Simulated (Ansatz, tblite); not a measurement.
# BMe2(hfac) (C₇H₇BF₆O₂): one state, many levels

One table from this session's results is given with a row withheld; the runs are named, their logs left out.

Computed with Ansatz 0.2.0, Gaussian basis. Level: as each input shows.

Plan: GFN1-xTB, GFN2-xTB, PBE-D4/def2-TZVP, r2SCAN-D4/def2-TZVP, CAM-B3LYP-D4/def2-TZVP, BHLYP-D4/def2-TZVP, BLYP-D4/def2-TZVP, PBE-D4/def2-SVP, PBE0-D4/def2-SVP, HF/STO-3G, HF/6-31G, B3LYP-D4/6-31G, CCSD(T)/def2-SVP, MP2/def2-TZVP, RPA/def2-TZVP.

## The geometry

The singlet was relaxed beforehand with r2SCAN-D4/def2-SVP.

23 atoms, charge 0, spin multiplicity 1.

Bond lengths: B1–C2 1.587 Å, B1–C6 1.587 Å, B1–O10 1.584 Å, B1–O22 1.594 Å, C2–H3 1.104 Å, C2–H4 1.103 Å, C2–H5 1.103 Å, C6–H7 1.104 Å, C6–H8 1.103 Å, C6–H9 1.103 Å, O10–C11 1.267 Å, C11–C12 1.529 Å, C11–C16 1.394 Å, C12–F13 1.333 Å, C12–F14 1.335 Å, C12–F15 1.338 Å, C16–C17 1.400 Å, C16–H23 1.088 Å and more. Angles: C2–B1–C6 120.7°, C2–B1–O10 107.8°, C2–B1–O22 107.4°, C6–B1–O10 107.8°, C6–B1–O22 107.4°, O10–B1–O22 104.7°, B1–C2–H3 112.8°, B1–C2–H4 110.7°, B1–C2–H5 110.9°, H3–C2–H4 107.4°, H3–C2–H5 107.6°, H4–C2–H5 107.2°, B1–C6–H7 112.8°, B1–C6–H8 110.9°, B1–C6–H9 110.6°, H7–C6–H8 107.6°, H7–C6–H9 107.4°, H8–C6–H9 107.2° and more.

PBE0-D4/def2-TZVP was run before; its log isn't repeated, and its numbers join the tables.

Set-up of the first run:

Tight binding, by tblite at 300 K electronic temperature and without a spin-polarisation term:

```python
tblite.interface.Calculator('GFN1-xTB', numbers, positions, charge=0, uhf=0).singlepoint()
```

Tight binding, by tblite at 300 K electronic temperature and without a spin-polarisation term:

```python
tblite.interface.Calculator('GFN2-xTB', numbers, positions, charge=0, uhf=0).singlepoint()
```

start.molden holds the orbitals of an earlier run on this state, given as this run's starting guess.

Input file in.yaml:

```yaml
crystal:
  periodic: [false, false, false]
  atoms:
    - {symbol: B, position_ang: [1.002485, -0.029898, 0.893158]}
    - {symbol: C, position_ang: [0.669642, 0.026667, 2.444242]}
    - {symbol: H, position_ang: [-0.412898, 0.094201, 2.647960]}
    - {symbol: H, position_ang: [1.149623, 0.901405, 2.913583]}
    - {symbol: H, position_ang: [1.050062, -0.870010, 2.960980]}
    - {symbol: C, position_ang: [2.504890, -0.131211, 0.390866]}
    - {symbol: H, position_ang: [2.587240, -0.168004, -0.709047]}
    - {symbol: H, position_ang: [2.993698, -1.034698, 0.791484]}
    - {symbol: H, position_ang: [3.090099, 0.736733, 0.737340]}
    - {symbol: O, position_ang: [0.347041, 1.240503, 0.209705]}
    - {symbol: C, position_ang: [-0.601529, 1.194962, -0.629578]}
    - {symbol: C, position_ang: [-1.054015, 2.569900, -1.121038]}
    - {symbol: F, position_ang: [-0.022626, 3.232568, -1.644867]}
    - {symbol: F, position_ang: [-1.540674, 3.278339, -0.099600]}
    - {symbol: F, position_ang: [-2.007987, 2.461891, -2.053500]}
    - {symbol: C, position_ang: [-1.213837, 0.028230, -1.085402]}
    - {symbol: C, position_ang: [-0.724848, -1.173435, -0.559641]}
    - {symbol: C, position_ang: [-1.348859, -2.493380, -1.023375]}
    - {symbol: F, position_ang: [-0.802199, -3.536387, -0.418288]}
    - {symbol: F, position_ang: [-1.186852, -2.624094, -2.347523]}
    - {symbol: F, position_ang: [-2.664737, -2.482612, -0.768961]}
    - {symbol: O, position_ang: [0.211514, -1.271035, 0.281555]}
    - {symbol: H, position_ang: [-2.025252, 0.049353, -1.810033]}
basis:
  gaussian: {orbitals: def2-TZVP, fitting: {mean_field: def2-universal-jkfit}, initial_orbitals: start.molden}
hamiltonian: {xc: pbe, dispersion: d4}
scf: {omitted_lower_state_checks: [starts]}
output: {orbitals: {seedname: orbitals}}
```

The run is started by

```bash
ansatz run in.yaml --threads 2 --pin off --events-out ev --progress --plain --max-ram 22528MiB --backend cuda --devices 0, --max-vram 18GiB
```

Among the steps run: PBE-D4/def2-TZVP; r2SCAN-D4/def2-TZVP; CAM-B3LYP-D4/def2-TZVP; BHLYP-D4/def2-TZVP; BLYP-D4/def2-TZVP; PBE-D4/def2-SVP; PBE0-D4/def2-SVP; HF/STO-3G; HF/6-31G; B3LYP-D4/6-31G; CCSD(T)/def2-SVP; MP2/def2-TZVP; RPA/def2-TZVP.

One of the session's tables, all rows but one given; the rest of the session is left out.

It belongs to the step «Binding energy». 

| method | binding an atom (eV) |
| --- | --- |
| HF/STO-3G | 3.502 |
| HF/6-31G | 2.824 |
| HF/def2-SVP | 3.294 |
| HF/def2-TZVP | 3.208 |
| PBE-D4/def2-SVP | 4.900 |
| PBE-D4/def2-TZVP | 4.783 |
| BLYP-D4/def2-TZVP | 4.602 |
| r2SCAN-D4/def2-TZVP | 4.627 |
| B3LYP-D4/6-31G | 4.327 |
| PBE0-D4/def2-SVP | 4.728 |
| PBE0-D4/def2-TZVP | ? |
| BHLYP-D4/def2-TZVP | 4.350 |
| CAM-B3LYP-D4/def2-TZVP | 4.605 |
| MP2/def2-SVP | 4.541 |
| MP2/def2-TZVP | 4.600 |
| CCSD/def2-SVP | 4.320 |
| CCSD(T)/def2-SVP | 4.388 |

Estimate the missing values for PBE0-D4/def2-TZVP.

The run gave: binding an atom (eV): 4.628. In the column «binding an atom (eV)» it lies between r2SCAN-D4/def2-TZVP (4.627) and PBE0-D4/def2-SVP (4.728).

Caveats from the session: Free atoms were run apart at each level; binding is atoms less cluster, divided by the number of atoms, without zero-point or spin-orbit terms.
